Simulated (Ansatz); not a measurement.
# MoPt: from a first cell to all-electron results

What cell, bands and charges does MoPt have, and do the methods agree? Methods of the runs shown: PAW and LAPW. Its runs: cell and atoms relaxed (PAW); the reference run (LAPW and PAW).

Computed with Ansatz 0.2.0 (DFT PBEsol, with the methods named in each step, unless a step's input says otherwise).

## Step 1: The system as given

The structure is orthorhombic, space group Pmma (No. 51). Conventional cell: a = 4.477 Å, b = 2.734 Å, c = 4.958 Å, α = 90.00°, β = 90.00°, γ = 90.00°. Mo (site symmetry mm2) is surrounded by 4 Mo at 2.73 to 2.75 Å and 8 Pt at 2.76 to 2.84 Å. Pt (site symmetry mm2) has 4 Pt at 2.73 to 2.76 Å and 8 Mo at 2.76 to 2.84 Å as nearest neighbours.

Structure file:

```cif
data_structure
_symmetry_space_group_name_H-M 'Pmma'
_symmetry_Int_Tables_number 51
_cell_length_a 4.4766
_cell_length_b 2.7337
_cell_length_c 4.9584
_cell_angle_alpha 90.000
_cell_angle_beta 90.000
_cell_angle_gamma 90.000
_cell_volume 60.68
loop_
_atom_site_label
_atom_site_type_symbol
_atom_site_symmetry_multiplicity
_atom_site_Wyckoff_symbol
_atom_site_fract_x
_atom_site_fract_y
_atom_site_fract_z
_atom_site_occupancy
Mo1 Mo 2 e 0.25000 0.00000 0.16175 1
Pt1 Pt 2 f 0.25000 0.50000 0.66273 1
```

The file gives the conventional cell by its symmetry; the runs use the cell typed in the input.

Atoms are numbered in the order of the input: Mo1, Mo2, Pt3, Pt4.

## Step 2: Cell and atoms relaxed, PAW

Input file input.yaml:

```yaml
crystal:
  lattice:
    - [4.47661493, 0.0, 0.0]
    - [0.0, 2.73373498, 0.0]
    - [0.0, 0.0, 4.9584025]
  atoms:
    - { symbol: Mo, position: [0.25, 0.0, 0.16175037] }
    - { symbol: Mo, position: [0.75, 0.0, 0.83824963] }
    - { symbol: Pt, position: [0.25, 0.5, 0.66272895] }
    - { symbol: Pt, position: [0.75, 0.5, 0.33727105] }
kpoints:
  mp_grid: { grid: [8, 13, 7] }
scf:
  occupations: { method: fermi_dirac, width: 0.05 }
hamiltonian:
  xc: pbesol
  pseudopotentials: { kind: paw }
output:
  forces: true
  stress: true
  write_density: true
  write_potential: true
  elf: true
  volumetric_format: npy
relax:
  f_tol: 0.005
  max_steps: 50
  cell: {}
```

The run is started by

```sh
$ ansatz run input.yaml --threads 1 --pin off --max-ram 3072MiB --backend cpu --events-out ev --progress --plain --runs-dir out
```

After this run come: The relaxed cell, LAPW; The relaxed cell, PAW.

Q: Predict the outcome of this session. Wanted: volume, relaxed; gap.

The runs gave:

```
             quantity                 value
volume, relaxed (PAW)  14.876 Å³/atom, Pmma
           gap (LAPW)                  none
```

Relaxing changes the volume by -1.9 %, to 14.88 Å³/atom. Bands cross the Fermi level: the crystal is a metal at this level. In pressure, PAW differs from LAPW by less than 0.01 GPa. Spin-orbit coupling is left out, though the cell holds Pt; in elements this heavy it can shift bands and gaps by tenths of an eV.
